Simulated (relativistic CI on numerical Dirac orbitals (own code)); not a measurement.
**S³⁺: one ion under different settings**

Aim: see what numerical and physical settings do to the SCF, the total energy and the lowest levels of S³⁺.

The numbers are computed with relativistic CI on numerical Dirac orbitals (own code) version 3 (Dirac-Coulomb-Breit CI, KLI orbitals optimised for each configuration, model QED (radiative potential, 1s self-energy scaled to tabulated hydrogen-like ionisation energies), numerical settings as typed), except any that are marked as measured or tabulated.

**1. What is computed**

| Item | Value |
| --- | --- |
| ion | S³⁺ (S IV) |
| nuclear charge | 16 |
| electrons | 13 |
| isotope | A = 32 |

**2. An attempt**

The run's settings:

```ini
atom S  Z=16  charge=3  electrons=13
nucleus A=32  rms_radius_fm=3.2611
hamiltonian dirac-coulomb  breit=on  qed=on  c_scale=1
orbitals kli  potential=per-configuration
slater_scale 1
correlation none
mixing on
grid step=0.0125 r_max=25.7
scf mixing=0.4 start=green max_iterations=6 tolerance=2e-08 node_fill=0.05
configurations
  [Ne] 3s2 3p
  [Ne] 3s 3p2
end
```

Command:

```bash
$ python run_levels.py task.json out
```

task.json lists these runs, among others, and the program works through them in turn.

From the run's result record (rounded, not every field):

```text
{
  "status": "not_converged",
  "warnings": ["SCF of 1s2 2s2 2p6 3s2 3p did not converge"],
  "scf_steps of the first configuration [iteration, E_Ha, residual, outer_eigenvalue_Ha]": [
    [1, -392.0231946, 1.52, -2.477],
    [2, -395.2517248, 0.71, -2.009],
    [3, -396.1914436, 0.0394, -1.703],
    [4, -396.1925876, 0.0133, -1.713],
    [5, -396.1930446, 0.00053, -1.705],
    [6, -396.1930464, 0.000107, -1.706]
  ]
}
```

Wall time 0.0071 s (1 thread, shared host).

Diagnosis: the run ended without a result. The SCF ran into its iteration limit before the residual met the tolerance. The input had iteration limit 6. The cure is to restore the usual settings of the SCF.

**3. With the usual settings**

Changes to the settings of step 2:

```diff
@@ -8,3 +8,3 @@
 grid step=0.0125 r_max=25.7
-scf mixing=0.4 start=green max_iterations=6 tolerance=2e-08 node_fill=0.05
+scf mixing=0.4 start=green max_iterations=150 tolerance=2e-08 node_fill=0.05
 configurations
```

From the record:

```text
{
  "status": "converged",
  "levels [i, E_cm, J2, conf, term, w_term, w_jj]": [
    [0, 0, 1, "3s2 3p", "2P*", 1, 1],
    [1, 962.76157, 3, "3s2 3p", "2P*", 1, 1],
    [2, 57422.129, 1, "3s 3p2", "4P", 0.9999, 0.4543],
    [3, 57763.006, 3, "3s 3p2", "4P", 1, 0.8919],
    [4, 58309.517, 5, "3s 3p2", "4P", 0.9999, 0.6564],
    [5, 100122.88, 3, "3s 3p2", "2D", 0.9999, 0.6738],
    [6, 100174.92, 5, "3s 3p2", "2D", 0.9999, 0.6564],
    [7, 121998.43, 1, "3s 3p2", "2S", 0.9991, 0.6596],
    [8, 140397.47, 1, "3s 3p2", "2P", 0.9992, 0.6675],
    [9, 141023.32, 3, "3s 3p2", "2P", 0.9999, 0.5657]
  ],
  "total_energy [Ha]": -396.05116327,
  "n_levels_all": 10,
  "overlap": 2.60412e-13,
  "scf_iterations": [11, 9],
  "orbital_energies [Ha]": {"1s": -90.2004, "2s": -9.66408, "2p1/2": -7.65822, "2p3/2": -7.61162, "3s": -2.14443, "3p1/2": -1.71063, "3p3/2": -1.70594},
  "configurations [conf, odd, states, E_av_Ha, breit_Ha, qed_Ha]": [
    ["3s2 3p", 1, 6, -396.1930473, 0.08718, 0.05763],
    ["3s 3p2", 0, 30, -395.7725103, 0.08714, 0.05737]
  ],
  "scf_steps of the first configuration [iteration, E_Ha, residual, outer_eigenvalue_Ha]": [
    [1, -392.0231946, 1.52, -2.477],
    [2, -395.2517248, 0.71, -2.009],
    [3, -396.1914436, 0.0394, -1.703],
    [4, -396.1925876, 0.0133, -1.713],
    [5, -396.1930446, 0.00053, -1.705],
    [6, -396.1930464, 0.000107, -1.706],
    [7, -396.1930473, 4.21e-06, -1.706],
    [8, -396.1930473, 3.72e-06, -1.706],
    [9, -396.1930473, 7.64e-07, -1.706],
    [10, -396.1930473, 3.92e-07, -1.706],
    [11, -396.1930473, 9.05e-10, -1.706]
  ]
}
```

It took 0.049 s on 1 thread, shared host.

**4. Speed-of-light factor 2**

Changes to the settings of step 3:

```diff
@@ -2,3 +2,3 @@
 nucleus A=32  rms_radius_fm=3.2611
-hamiltonian dirac-coulomb  breit=on  qed=on  c_scale=1
+hamiltonian dirac-coulomb  breit=on  qed=on  c_scale=2
 orbitals kli  potential=per-configuration
```

From the record:

```text
{
  "status": "converged",
  "levels [i, E_cm, J2, conf, term, w_term]": [
    [0, 0, 1, "3s2 3p", "2P*", 1],
    [1, 240.38132, 3, "3s2 3p", "2P*", 1],
    [2, 56434.876, 1, "3s 3p2", "4P", 1],
    [3, 56518.692, 3, "3s 3p2", "4P", 1],
    [4, 56655.717, 5, "3s 3p2", "4P", 1],
    [5, 98714.259, 3, "3s 3p2", "2D", 1],
    [6, 98725.507, 5, "3s 3p2", "2D", 1],
    [7, 120561.62, 1, "3s 3p2", "2S", 0.9999],
    "... 2 more rows left out ..."
  ],
  "total_energy [Ha]": -395.27723487,
  "n_levels_all": 10,
  "overlap": 2.83298e-13,
  "scf_iterations": [10, 9],
  "orbital_energies [Ha]": {"1s": -89.9786, "2s": -9.62889, "2p1/2": -7.63518, "2p3/2": -7.62358, "3s": -2.14005, "3p1/2": -1.70828, "3p3/2": -1.70711},
  "configurations [conf, odd, states, E_av_Ha, breit_Ha, qed_Ha]": [
    ["3s2 3p", 1, 6, -395.3509104, 0.02174, 0.05267],
    ["3s 3p2", 0, 30, -394.9347509, 0.02173, 0.05243]
  ],
  "scf_steps of the first configuration [iteration, E_Ha, residual, outer_eigenvalue_Ha]": [
    [1, -391.2411952, 1.51, -2.474],
    [2, -394.4222165, 0.705, -2.009],
    [3, -395.3493594, 0.0389, -1.704],
    [4, -395.3504642, 0.0131, -1.714],
    [5, -395.3509077, 0.00052, -1.706],
    [6, -395.3509095, 9.91e-05, -1.707],
    [7, -395.3509104, 4.37e-06, -1.707],
    [8, -395.3509104, 1.56e-06, -1.707],
    [9, -395.3509104, 7.5e-07, -1.707],
    [10, -395.3509104, 1.64e-09, -1.707]
  ]
}
```

Wall time 0.049 s (1 thread, shared host).

A changed speed of light describes a fictitious ion. The QED potentials keep the true α.

**5. Potential mixing 0.05, tolerance 1e-05, start potential thomas-fermi**

The run's settings:

```ini
atom S  Z=16  charge=3  electrons=13
nucleus A=32  rms_radius_fm=3.2611
hamiltonian dirac-coulomb  breit=on  qed=on  c_scale=1
orbitals kli  potential=per-configuration
slater_scale 1
correlation none
mixing on
grid step=0.0125 r_max=25.7
scf mixing=0.05 start=thomas-fermi max_iterations=150 tolerance=1e-05 node_fill=0.05
configurations
  [Ne] 3s2 3p
  [Ne] 3s 3p2
end
```

From the record:

```text
{
  "status": "converged",
  "levels [i, E_cm, J2, conf, term, w_term]": [
    [0, 0, 1, "3s2 3p", "2P*", 1],
    [1, 962.76196, 3, "3s2 3p", "2P*", 1],
    [2, 57422.142, 1, "3s 3p2", "4P", 0.9999],
    [3, 57763.019, 3, "3s 3p2", "4P", 1],
    [4, 58309.529, 5, "3s 3p2", "4P", 0.9999],
    [5, 100122.9, 3, "3s 3p2", "2D", 0.9999],
    [6, 100174.93, 5, "3s 3p2", "2D", 0.9999],
    [7, 121998.45, 1, "3s 3p2", "2S", 0.9991],
    "... 2 more rows left out ..."
  ],
  "total_energy [Ha]": -396.05116335,
  "n_levels_all": 10,
  "overlap": 2.60873e-13,
  "scf_iterations": [9, 9],
  "orbital_energies [Ha]": {"1s": -90.2004, "2s": -9.66408, "2p1/2": -7.65822, "2p3/2": -7.61162, "3s": -2.14443, "3p1/2": -1.71063, "3p3/2": -1.70593},
  "configurations [conf, odd, states, E_av_Ha, breit_Ha, qed_Ha]": [
    ["3s2 3p", 1, 6, -396.1930474, 0.08718, 0.05763],
    ["3s 3p2", 0, 30, -395.7725104, 0.08714, 0.05737]
  ],
  "scf_steps of the first configuration [iteration, E_Ha, residual, outer_eigenvalue_Ha]": [
    [1, -394.8000148, 1.15, -1.338],
    [2, -395.0253392, 1.06, -1.358],
    [3, -396.183696, 0.0497, -1.675],
    [4, -396.1692263, 0.0948, -1.734],
    [5, -396.1924447, 0.015, -1.713],
    [6, -396.1927559, 0.00805, -1.711],
    [7, -396.1930444, 0.000127, -1.706],
    [8, -396.1930447, 0.000107, -1.706],
    [9, -396.1930474, 1.34e-06, -1.706]
  ]
}
```

It took 0.05 s on 1 thread, shared host.

**6. Grid step 0.008**

Changes to the settings of step 5:

```diff
@@ -7,4 +7,4 @@
 mixing on
-grid step=0.0125 r_max=25.7
-scf mixing=0.05 start=thomas-fermi max_iterations=150 tolerance=1e-05 node_fill=0.05
+grid step=0.008 r_max=25.7
+scf mixing=0.4 start=green max_iterations=150 tolerance=2e-08 node_fill=0.05
 configurations
```

From the record:

```text
{
  "status": "converged",
  "levels [i, E_cm, J2, conf, term, w_term]": [
    [0, 0, 1, "3s2 3p", "2P*", 1],
    [1, 962.76169, 3, "3s2 3p", "2P*", 1],
    [2, 57422.134, 1, "3s 3p2", "4P", 0.9999],
    [3, 57763.011, 3, "3s 3p2", "4P", 1],
    [4, 58309.521, 5, "3s 3p2", "4P", 0.9999],
    [5, 100122.89, 3, "3s 3p2", "2D", 0.9999],
    [6, 100174.92, 5, "3s 3p2", "2D", 0.9999],
    [7, 121998.44, 1, "3s 3p2", "2S", 0.9991],
    "... 2 more rows left out ..."
  ],
  "total_energy [Ha]": -396.05118249,
  "n_levels_all": 10,
  "overlap": 1.21737e-14,
  "scf_iterations": [10, 9],
  "orbital_energies [Ha]": {"1s": -90.2004, "2s": -9.66408, "2p1/2": -7.65822, "2p3/2": -7.61162, "3s": -2.14443, "3p1/2": -1.71063, "3p3/2": -1.70594},
  "configurations [conf, odd, states, E_av_Ha, breit_Ha, qed_Ha]": [
    ["3s2 3p", 1, 6, -396.1930665, 0.08718, 0.05763],
    ["3s 3p2", 0, 30, -395.7725295, 0.08714, 0.05737]
  ],
  "scf_steps of the first configuration [iteration, E_Ha, residual, outer_eigenvalue_Ha]": [
    [1, -392.0232133, 1.52, -2.477],
    [2, -395.2517438, 0.71, -2.009],
    [3, -396.1914624, 0.0394, -1.703],
    [4, -396.1926066, 0.0133, -1.713],
    [5, -396.1930638, 0.000528, -1.705],
    [6, -396.1930657, 0.000103, -1.706],
    [7, -396.1930665, 4.12e-06, -1.706],
    [8, -396.1930665, 1.42e-06, -1.706],
    [9, -396.1930665, 2.87e-07, -1.706],
    [10, -396.1930665, 1.86e-09, -1.706]
  ]
}
```

Run time: 0.075 s. Hardware: 1 thread, shared host.

**7. Slater scale 0.5, speed-of-light factor 0.8, Breit term off**

The run's settings:

```ini
atom S  Z=16  charge=3  electrons=13
nucleus A=32  rms_radius_fm=3.2611
hamiltonian dirac-coulomb  breit=off  qed=on  c_scale=0.8
orbitals kli  potential=per-configuration
slater_scale 0.5
correlation none
mixing on
grid step=0.0125 r_max=25.7
scf mixing=0.4 start=green max_iterations=150 tolerance=2e-08 node_fill=0.05
configurations
  [Ne] 3s2 3p
  [Ne] 3s 3p2
end
```

From the record:

```text
{
  "status": "converged",
  "levels [i, E_cm, J2, conf, term, w_term]": [
    [0, 0, 1, "3s2 3p", "2P*", 1],
    [1, 1582.4712, 3, "3s2 3p", "2P*", 1],
    [2, 75641.588, 1, "3s 3p2", "4P", 0.9986],
    [3, 76206.598, 3, "3s 3p2", "4P", 0.9997],
    [4, 77069.339, 5, "3s 3p2", "4P", 0.9987],
    [5, 97617.868, 3, "3s 3p2", "2D", 0.9988],
    [6, 97700.335, 5, "3s 3p2", "2D", 0.9987],
    [7, 108546.8, 1, "3s 3p2", "2S", 0.9897],
    "... 2 more rows left out ..."
  ],
  "total_energy [Ha]": -396.77438174,
  "n_levels_all": 10,
  "overlap": 3.05562e-13,
  "scf_iterations": [11, 9],
  "orbital_energies [Ha]": {"1s": -90.3682, "2s": -9.69075, "2p1/2": -7.67567, "2p3/2": -7.60259, "3s": -2.14774, "3p1/2": -1.71241, "3p3/2": -1.70505},
  "configurations [conf, odd, states, E_av_Ha, breit_Ha, qed_Ha]": [
    ["3s2 3p", 1, 6, -396.8301938, 0, 0.06062],
    ["3s 3p2", 0, 30, -396.4063415, 0, 0.06034]
  ],
  "scf_steps of the first configuration [iteration, E_Ha, residual, outer_eigenvalue_Ha]": [
    [1, -392.6145394, 1.53, -2.479],
    [2, -395.8792639, 0.714, -2.009],
    [3, -396.8285495, 0.0398, -1.702],
    [4, -396.8297236, 0.0135, -1.712],
    [5, -396.8301912, 0.000538, -1.704],
    [6, -396.830193, 0.000114, -1.705],
    [7, -396.8301938, 4.1e-06, -1.705],
    [8, -396.8301938, 3.72e-06, -1.705],
    [9, -396.8301938, 7.81e-07, -1.705],
    [10, -396.8301938, 3.84e-07, -1.705],
    [11, -396.8301938, 9.17e-10, -1.705]
  ]
}
```

It took 0.045 s on 1 thread, shared host.

A changed speed of light describes a fictitious ion. The QED potentials keep the true α.

**8. Tolerance 0.01**

The run's settings:

```ini
atom S  Z=16  charge=3  electrons=13
nucleus A=32  rms_radius_fm=3.2611
hamiltonian dirac-coulomb  breit=on  qed=on  c_scale=1
orbitals kli  potential=per-configuration
slater_scale 1
correlation none
mixing on
grid step=0.0125 r_max=25.7
scf mixing=0.4 start=green max_iterations=73 tolerance=0.01 node_fill=0.05
configurations
  [Ne] 3s2 3p
  [Ne] 3s 3p2
end
```

From the record:

```text
{
  "status": "converged",
  "levels [i, E_cm, J2, conf, term, w_term]": [
    [0, 0, 1, "3s2 3p", "2P*", 1],
    [1, 962.91008, 3, "3s2 3p", "2P*", 1],
    [2, 57427.596, 1, "3s 3p2", "4P", 0.9999],
    [3, 57768.498, 3, "3s 3p2", "4P", 1],
    [4, 58315.047, 5, "3s 3p2", "4P", 0.9999],
    [5, 100122.64, 3, "3s 3p2", "2D", 0.9999],
    [6, 100174.7, 5, "3s 3p2", "2D", 0.9999],
    [7, 121994.64, 1, "3s 3p2", "2S", 0.9991],
    "... 2 more rows left out ..."
  ],
  "total_energy [Ha]": -396.05116673,
  "n_levels_all": 10,
  "overlap": 2.6042e-13,
  "scf_iterations": [5, 5],
  "orbital_energies [Ha]": {"1s": -90.1958, "2s": -9.66267, "2p1/2": -7.65674, "2p3/2": -7.61015, "3s": -2.14366, "3p1/2": -1.70991, "3p3/2": -1.70522},
  "configurations [conf, odd, states, E_av_Ha, breit_Ha, qed_Ha]": [
    ["3s2 3p", 1, 6, -396.1930446, 0.08717, 0.05763],
    ["3s 3p2", 0, 30, -395.7725051, 0.08714, 0.05737]
  ],
  "scf_steps of the first configuration [iteration, E_Ha, residual, outer_eigenvalue_Ha]": [
    [1, -392.0231946, 1.52, -2.477],
    [2, -395.2517248, 0.71, -2.009],
    [3, -396.1914436, 0.0394, -1.703],
    [4, -396.1925876, 0.0133, -1.713],
    [5, -396.1930446, 0.00053, -1.705]
  ]
}
```

Wall time 0.041 s (1 thread, shared host).

A bad setting: its result is shown only for the comparison.

**9. Comparison**

| setting | total energy less usual (Ha) | largest shift of a level among the lowest eight of both runs, same label and place (cm⁻¹) | SCF iterations | time | lowest level | kind of change |
| --- | --- | --- | --- | --- | --- | --- |
| usual | 0 | 0 | 20 | 0.049 s | 3p 2P°1/2 | - |
| speed-of-light factor 2 | 0.774 | 1650 | 19 | 0.049 s | 3p 2P°1/2 | unphysical constant |
| potential mixing 0.05, tolerance 1e-05, start potential thomas-fermi | -8.3e-08 | 0.0125 | 18 | 0.05 s | 3p 2P°1/2 | numerical |
| grid step 0.008 | -1.92e-05 | 0.00763 | 19 | 0.075 s | 3p 2P°1/2 | numerical |
| Slater scale 0.5, speed-of-light factor 0.8, Breit term off | -0.723 | 18800 | 20 | 0.045 s | 3p 2P°1/2 | unphysical constant |
| tolerance 0.01 | -3.46e-06 | 5.53 | 10 | 0.041 s | 3p 2P°1/2 | unsound |

**10. Outcome**

| quantity | value |
| --- | --- |
| lowest level, usual settings | 3p 2P°1/2 |
| total energy | -396.0512 Ha |
| first excitation | 962.8 cm⁻¹ |
| runs without a result | 1 |

**Reading.** Among the runs whose levels can be followed, they move most under «Slater scale 0.5, speed-of-light factor 0.8, Breit term off» (unphysical constant), by up to 18800 cm⁻¹. No visible change in the result comes from «potential mixing 0.05, tolerance 1e-05, start potential thomas-fermi». Only the listed configurations are in the model. Near neutrality, missing correlation can shift configurations against each other by thousands of cm⁻¹.
